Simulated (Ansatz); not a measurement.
Below is the output of a Python script on Ansatz 0.2.0 through its Python package that makes an equation of state with a fit of MgRe3, space group Fm-3m. Write a script that gives it. Use (first run): PBE, PAW, cutoff 500 eV, 7×7×7 k-points, cold smearing of 0.1 eV.

```yaml
crystal:
  lattice:
    - [0.00000, 3.11453, 3.11453]
    - [3.11453, 0.00000, 3.11453]
    - [3.11453, 3.11453, 0.00000]
  atoms:
    - { symbol: Mg, position: [0.00000, 0.00000, 0.00000] }
    - { symbol: Re, position: [0.25000, 0.25000, 0.25000] }
    - { symbol: Re, position: [0.50000, 0.50000, 0.50000] }
    - { symbol: Re, position: [0.75000, 0.75000, 0.75000] }
```

```console
$ python eos.py
V =  13.2932 A^3/atom  F = -8631.51244 eV/atom
V =  13.8975 A^3/atom  F = -8631.64214 eV/atom
V =  14.5017 A^3/atom  F = -8631.71103 eV/atom
V =  15.1059 A^3/atom  F = -8631.73078 eV/atom
V =  15.7102 A^3/atom  F = -8631.71104 eV/atom
V =  16.3144 A^3/atom  F = -8631.65962 eV/atom
V =  16.9186 A^3/atom  F = -8631.58290 eV/atom
V0 = 15.0843 A^3/atom, E0 = -8631.73079 eV/atom, B = 262.3 GPa
```

One script that gives this output:

`eos.py`
```python
from dataclasses import dataclass

import ansatz as az
from ase.eos import EquationOfState
from ase.units import GPa
import numpy as np


@dataclass
class Options:
    filling: str = 'Marzari-Vanderbilt'
    xc: str = 'pbe'
    ecut: int = 500
    mesh: tuple[int, ...] = (7, 7, 7)


settings = Options()

VECTORS = np.array([
    [0.0, 3.11453, 3.11453],
    [3.11453, 0.0, 3.11453],
    [3.11453, 3.11453, 0.0],
])
SITES = [
    ('Mg', [0.0, 0.0, 0.0]),
    ('Re', [0.25, 0.25, 0.25]),
    ('Re', [0.5, 0.5, 0.5]),
    ('Re', [0.75, 0.75, 0.75]),
]


def build(cell):
    crystal = az.Crystal(lattice=az.Lattice.of(cell))
    for symbol, position in SITES:
        crystal = crystal.atom(symbol, position)
    return crystal

volumes, energies = [], []
for scale in np.linspace(0.88, 1.12, 7):
    cell = VECTORS * scale ** (1 / 3)
    setup = (
        build(cell).calculation()
        .occupations(settings.filling, width=100 * az.meV)
        .functional(settings.xc)
        .basis(settings.ecut)
        .kpoints(*settings.mesh)
    )
    summary = setup.run(threads=1, backend='cpu').report
    volumes.append(abs(np.linalg.det(cell)) / len(SITES))
    energies.append(summary['free_energy_ev'] / len(SITES))
    print(f'V = {volumes[-1]:8.4f} A^3/atom  F = {energies[-1]:.5f} eV/atom')

eos = EquationOfState(volumes, energies, eos='vinet')
v0, e0, bulk = eos.fit()
print(f'V0 = {v0:.4f} A^3/atom, E0 = {e0:.5f} eV/atom, B = {bulk / GPa:.1f} GPa')
eos.plot('eos.png')
```

A third-order Birch-Murnaghan fit through the 7 points (the script's own form differs a little) has its minimum at 15.08 Å³ an atom, 0.1 % below the typed cell, with a bulk modulus of 262 GPa. From that minimum the energy rises by 218.3 meV an atom on the compressed side and 147.8 meV on the expanded side.

Notes:
- Absolute energies stand on the zero of these potentials, so only differences at equal settings mean something.
- The run is spin-unpolarised.
- For a metal this k-point mesh is coarse: on a finer one energies can move by several to tens of meV an atom and pressures by half a GPa or more, differences at one mesh by less.
- Spin-orbit coupling, which matters for elements this heavy, is left out.
- This cell is a computed structure, which may not be the phase found in nature.
- It ran for 11 s on 1 thread of Intel(R) Xeon(R) Processor @ 2.30GHz, with other jobs on the host, peak memory 0.55 GiB.
